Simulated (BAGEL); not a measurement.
# SiNH4Se− (SMILES N[SiH2][Se-]): PBE0/cc-pVDZ (density fitting with qzvpp-jkfit)

Aim: the energy change on altering one bond length of SiNH4Se− at PBE0/cc-pVDZ (density fitting with qzvpp-jkfit), from 2 runs. 

The results are computed with BAGEL 1.2.2.

2 further runs of the same task are left out: 1 that didn't finish, 1 set aside as unsound or not needed. Runs told in other sessions of the task aren't counted.

## 1. The molecule

The species is SiNH4Se− (7 atoms), meant as a singlet with charge -1. SMILES: `N[SiH2][Se-]`. The shape comes from GFN2-xTB, which is rough for such elements, and wasn't checked as a minimum. This is one conformer, not always the lowest.

Bond lengths: N1–Si2 1.749 Å, Si2–Se3 2.197 Å, N1–H4 1.010 Å, N1–H5 1.010 Å, Si2–H6 1.462 Å, Si2–H7 1.462 Å. Angles: N1–Si2–Se3 116.6°, N1–Si2–H6 103.2°, N1–Si2–H7 103.2°, Se3–Si2–H6 111.3°, Se3–Si2–H7 111.3°, Si2–N1–H4 112.3°, Si2–N1–H5 112.3°, H6–Si2–H7 110.8°, H4–N1–H5 106.6°.

## 2. The energy at PBE0/cc-pVDZ (density fitting with qzvpp-jkfit)

Contents of input.json:

```json
{ "bagel": [

{
  "title": "molecule",
  "basis": "cc-pvdz.json",
  "df_basis": "qzvpp-jkfit",
  "angstrom": true,
  "geometry": [
    { "atom": "N", "xyz": [   -0.999460,   -0.500240,   -0.239830 ] },
    { "atom": "Si", "xyz": [    0.556530,    0.051000,    0.338670 ] },
    { "atom": "Se", "xyz": [    1.408250,    1.813780,   -0.659410 ] },
    { "atom": "H", "xyz": [   -0.975520,   -0.759890,   -1.215950 ] },
    { "atom": "H", "xyz": [   -1.715490,    0.206430,   -0.145920 ] },
    { "atom": "H", "xyz": [    0.313090,    0.310790,    1.757030 ] },
    { "atom": "H", "xyz": [    1.412600,   -1.121870,    0.165420 ] }
  ]
},
{ "title": "ks", "xc_func": "pbe0", "charge": -1 },
{ "title": "print", "file": "orbitals.molden", "orbitals": true }

]}
```

The basis set cc-pVDZ is read from a file made from the Basis Set Exchange's data (not shown).

Run with:

```bash
$ BAGEL_NUM_THREADS=1 BAGEL input.json > input.out
```

The log of the run:

```text
* using 1 threads per process

  ===============================================================
  ===============================================================

  *** Geometry ***

  { "atom" : "N", "xyz" : [     -1.888706,     -0.945317,     -0.453213 ] },
  { "atom" : "Si", "xyz" : [      1.051689,      0.096376,      0.639994 ] },
  { "atom" : "Se", "xyz" : [      2.661207,      3.427547,     -1.246104 ] },
  { "atom" : "H", "xyz" : [     -1.843466,     -1.435984,     -2.297812 ] },
  { "atom" : "H", "xyz" : [     -3.241806,      0.390096,     -0.275749 ] },
  { "atom" : "H", "xyz" : [      0.591654,      0.587308,      3.320305 ] },
  { "atom" : "H", "xyz" : [      2.669427,     -2.120027,      0.312598 ] },

  Number of auxiliary basis functions:      543

  Since a DF basis is specified, we compute 2- and 3-index integrals:
    o Being stored without compression. Storage requirement is 0.027 GB

  Number of basis functions:       79
  Number of electrons      :       59

    * METHOD: MOLECULE                             0.31

  *** Kohn-Sham DFT ***

    * Removing 12109 points whose weight is below 1.00e-10
    * Grid points: 92233

  === Nuclear Repulsion ===
   231.6280829723

       - DIIS with orbital gradients will be used.

  === KS iteration (pbe0 / cc-pvdz.json) ===
      0      -2695.71382858          0.06720699           0.36
      1      -2378.59536633          0.24913621           0.35
      2      -2597.20095932          0.10906878           0.36
      3      -2585.28169533          0.22588227           0.36
      4      -2721.12092223          0.12117037           0.36
      5      -2732.76047426          0.09027034           0.36
      6      -2735.63923651          0.08112577           0.35
      7      -2735.15122039          0.08851119           0.35
      8      -2696.51529047          0.06311495           0.35
      9      -2663.90188094          0.24207973           0.35
     10      -2711.87565599          0.17659468           0.35
     11      -2601.63239709          0.20980700           0.35
     12      -2594.86146781          0.21893081           0.35
     13      -2566.73258081          0.25320152           0.35
     14      -2692.87260058          0.05329272           0.35
     15      -2562.45655868          0.26183677           0.35
     16      -2558.34321081          0.26170213           0.35
     17      -2562.83324307          0.25876083           0.35
     18      -2561.45544424          0.26302607           0.36
     19      -2559.81233360          0.26591813           0.35
     20      -2672.96972504          0.11783962           0.36
     21      -2729.29193419          0.10388085           0.36
     22      -2737.58564748          0.08237452           0.36
     23      -2747.14084546          0.02881159           0.36
     24      -2747.39548679          0.02225319           0.36
     25      -2747.79684571          0.00154875           0.36
     26      -2747.79805034          0.00096956           0.36
     27      -2747.79856373          0.00049095           0.36
     28      -2747.79868499          0.00005840           0.36
     29      -2747.79868784          0.00001857           0.36
     30      -2747.79868817          0.00000400           0.36
     31      -2747.79868818          0.00000101           0.36
     32      -2747.79868818          0.00000072           0.36
     33      -2747.79868818          0.00000023           0.36
     34      -2747.79868818          0.00000003           0.36
     35      -2747.79868818          0.00000002           0.36
     36      -2747.79868818          0.00000000           0.36
    * SCF iteration converged.

    * Permanent dipole moment:
           (    0.723342,     0.285673,     0.243749) a.u.

    * METHOD: KS                                  13.75

    * METHOD: PRINT                                0.02

  ===============================================================
```

It took 14 s on 1 thread of Arm Neoverse V1, shared host; peak memory 0.4 GiB.

## 3. The distorted shape

Contents of dft.json:

```json
{ "bagel" : [

{
  "title" : "molecule",
  "basis" : "cc-pvdz.json",
  "df_basis" : "qzvpp-jkfit",
  "angstrom" : "true",
  "geometry" : [
    { "atom" : "N", "xyz" : [      -1.427472,       0.086163,      -0.153210 ] },
    { "atom" : "Si", "xyz" : [       0.128518,       0.637403,       0.425290 ] },
    { "atom" : "Se", "xyz" : [       0.980238,       2.400183,      -0.572790 ] },
    { "atom" : "H", "xyz" : [      -1.403532,      -0.173487,      -1.129330 ] },
    { "atom" : "H", "xyz" : [      -2.143502,       0.792833,      -0.059300 ] },
    { "atom" : "H", "xyz" : [      -0.114922,       0.897193,       1.843650 ] },
    { "atom" : "H", "xyz" : [       1.412600,      -1.121870,       0.165420 ] }
  ]
},

{ "title" : "ks", "xc_func" : "pbe0", "charge" : -1 },

{ "title" : "print", "file" : "orbitals.molden", "orbitals" : "true" }

]}
```

The basis set cc-pVDZ is read from a file made from the Basis Set Exchange's data (not shown).

Run with:

```bash
$ BAGEL_NUM_THREADS=1 BAGEL dft.json > dft.out
```

The log of the run:

```text
* using 1 threads per process

  ===============================================================
  ===============================================================

  *** Geometry ***

  { "atom" : "N", "xyz" : [     -2.697531,      0.162824,     -0.289525 ] },
  { "atom" : "Si", "xyz" : [      0.242864,      1.204517,      0.803682 ] },
  { "atom" : "Se", "xyz" : [      1.852381,      4.535689,     -1.082416 ] },
  { "atom" : "H", "xyz" : [     -2.652291,     -0.327843,     -2.134124 ] },
  { "atom" : "H", "xyz" : [     -4.050632,      1.498237,     -0.112061 ] },
  { "atom" : "H", "xyz" : [     -0.217171,      1.695449,      3.483994 ] },
  { "atom" : "H", "xyz" : [      2.669427,     -2.120027,      0.312598 ] },

  Number of auxiliary basis functions:      543

  Since a DF basis is specified, we compute 2- and 3-index integrals:
    o Being stored without compression. Storage requirement is 0.027 GB

  Number of basis functions:       79
  Number of electrons      :       59

    * METHOD: MOLECULE                             0.31

  *** Kohn-Sham DFT ***

    * Removing 11576 points whose weight is below 1.00e-10
    * Grid points: 92766

  === Nuclear Repulsion ===
   228.6324288511

       - DIIS with orbital gradients will be used.

  === KS iteration (pbe0 / cc-pvdz.json) ===
      0      -2696.11208489          0.06481707           0.36
      1      -2378.80342030          0.24902185           0.35
      2      -2598.56361373          0.10259288           0.35
      3      -2570.43866470          0.24832247           0.35
      4      -2670.27281938          0.30624681           0.36
      5      -2709.65337496          0.18935767           0.36
      6      -2724.63596810          0.10583985           0.36
      7      -2602.40800060          0.20945516           0.36
      8      -2695.10374074          0.06229433           0.36
      9      -2586.98602601          0.21961188           0.36
     10      -2587.97653932          0.21940148           0.35
     11      -2589.55609177          0.21758708           0.36
     12      -2563.60392985          0.25855558           0.36
     13      -2563.49315424          0.25985174           0.36
     14      -2684.84034478          0.19899478           0.35
     15      -2726.45198681          0.14783978           0.35
     16      -2739.99043284          0.07695467           0.36
     17      -2742.02922313          0.09881851           0.36
     18      -2746.87031835          0.03555446           0.37
     19      -2747.42829606          0.01881337           0.36
     20      -2747.63461291          0.01031836           0.36
     21      -2747.74320991          0.00296710           0.36
     22      -2747.74793078          0.00079423           0.36
     23      -2747.74845763          0.00017985           0.36
     24      -2747.74849511          0.00003875           0.36
     25      -2747.74849591          0.00002148           0.36
     26      -2747.74849609          0.00001307           0.36
     27      -2747.74849626          0.00000269           0.36
     28      -2747.74849626          0.00000105           0.36
     29      -2747.74849626          0.00000049           0.36
     30      -2747.74849626          0.00000012           0.36
     31      -2747.74849626          0.00000009           0.36
     32      -2747.74849626          0.00000002           0.37
     33      -2747.74849626          0.00000001           0.36
     34      -2747.74849626          0.00000000           0.36
    * SCF iteration converged.

    * Permanent dipole moment:
           (    1.179805,    -0.633175,     0.282512) a.u.

    * METHOD: KS                                  13.11

    * METHOD: PRINT                                0.02

  ===============================================================
```

Wall time 14 s (1 thread of Arm Neoverse V1, shared host); peak memory 0.4 GiB.

## 4. What came out

At PBE0/cc-pVDZ (density fitting with qzvpp-jkfit):

| quantity | value |
| --- | --- |
| first shape: total energy | -2747.79869 Eh |
| first shape: HOMO energy | -0.06 eV |
| first shape: LUMO energy | 5.92 eV |
| first shape: HOMO–LUMO gap (to an unbound level, set by the basis) | 5.97 eV |
| distorted shape: total energy | -2747.74850 Eh |
| distorted shape: HOMO energy | -0.55 eV |
| distorted shape: LUMO energy | 4.35 eV |
| distorted shape: HOMO–LUMO gap (to an unbound level, set by the basis) | 4.91 eV |
| energy change with the Si2–H7 bond stretched from 1.462 to 2.193 Å | 1.366 eV |

In words: With the Si2–H7 bond stretched from 1.462 to 2.193 Å the energy rises by 1.37 eV (132 kJ/mol). The first shape isn't relaxed at this level, so the change isn't measured from a minimum.
